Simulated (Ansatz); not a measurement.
**AlGeH₅ (singlet): the correlation ladder at distance Al2–H7 = 2.166 Å, cc-pVDZ**

The task here is to estimate one member of a computed series from the others.

Computed with Ansatz 0.2.0, Gaussian basis. Level: cc-pVDZ, core rule «outside noble gas», up to 19 orbitals frozen.

Plan: UHF; CCSD(T) on RHF; BCCD(T) on RHF; CISD; CCSDT(Q) on RHF; CASSCF and NEVPT2, 2 electrons in 2 orbitals; CASSCF and NEVPT2, 8 electrons in 8 orbitals.

26 further runs of the same task are left out: 1 for a mislabelled method, 18 that didn't finish, 7 set aside as unsound or not needed.

## The geometry

The geometry derives from a PBE0/def2-TZVP stationary point (not a proven minimum). One bond is set to the value named and the two fragments are kept rigid. No spin-orbit coupling is included. The filled d shell of Ge may be among the frozen orbitals whatever the setting's name suggests; the logs give the count.

7 atoms, charge 0, spin multiplicity 1.

Atoms are counted from 1 here; the program's logs count them from 0.

Bond lengths: Ge1–Al2 2.479 Å, Ge1–H3 1.541 Å, Ge1–H4 1.543 Å, Ge1–H5 1.543 Å, Al2–H6 1.588 Å. Angles: Al2–Ge1–H3 113.9°, Al2–Ge1–H4 111.3°, Al2–Ge1–H5 111.3°, H3–Ge1–H4 106.9°, H3–Ge1–H5 106.9°, H4–Ge1–H5 106.0°, Ge1–Al2–H6 121.3°.

As a file:

```
Ge    0.0000    0.0057    0.6881
Al    0.0000    0.0059   -1.7906
H     0.0000    1.4139    1.3131
H     1.2327   -0.7339    1.2492
H    -1.2327   -0.7339    1.2492
H     0.0000    1.3630   -2.6146
H     0.0000   -1.8803   -2.8555
```

The first run:

Contents of in.yaml:

```yaml
crystal:
  periodic: [false, false, false]
  atoms:
    - {symbol: Ge, position_ang: [0.000000, 0.005745, 0.688117]}
    - {symbol: Al, position_ang: [0.000000, 0.005871, -1.790596]}
    - {symbol: H, position_ang: [0.000000, 1.413871, 1.313051]}
    - {symbol: H, position_ang: [1.232737, -0.733905, 1.249188]}
    - {symbol: H, position_ang: [-1.232737, -0.733905, 1.249188]}
    - {symbol: H, position_ang: [0.000000, 1.363021, -2.614625]}
    - {symbol: H, position_ang: [0.000000, -1.880295, -2.855458]}
basis:
  gaussian: {orbitals: cc-pVDZ}
magnetization: {spin_polarized: true, initial_magnetization: 0}
hamiltonian: {xc: hf}
output: {orbitals: {seedname: orbitals}}
```

On the command line:

```console
ansatz run in.yaml --threads 1 --pin off --events-out ev --progress --plain --max-ram 2393MiB
```

Among the steps run: UHF; CCSD(T) on RHF; BCCD(T) on RHF; CISD; CCSDT(Q) on RHF; CASSCF and NEVPT2, 2 electrons in 2 orbitals; CASSCF and NEVPT2, 8 electrons in 8 orbitals.

One of the session's tables, all rows but one given; the rest of the session is left out.

| method | from RCCSDT(Q) (meV) |
| --- | --- |
| RHF | +6106.3 |
| RMP2 | ? |
| CISD | +733.6 |
| RCCSD | +173.4 |
| RCCSD(T) | +38.2 |
| BCCD(T) | +37.3 |
| RCCSDT | +5.5 |
| RCCSDT(Q) | 0 |
| CASSCF pair | +5453.7 |
| NEVPT2 pair | +1307.2 |
| CASSCF frontier | +4267.2 |
| NEVPT2 frontier | +1285.0 |

Estimate the missing values for RMP2.

The run gave: from RCCSDT(Q) (meV): +1461.2. In the column «from RCCSDT(Q) (meV)» it lies between NEVPT2 pair (+1307.2) and CASSCF frontier (+4267.2).
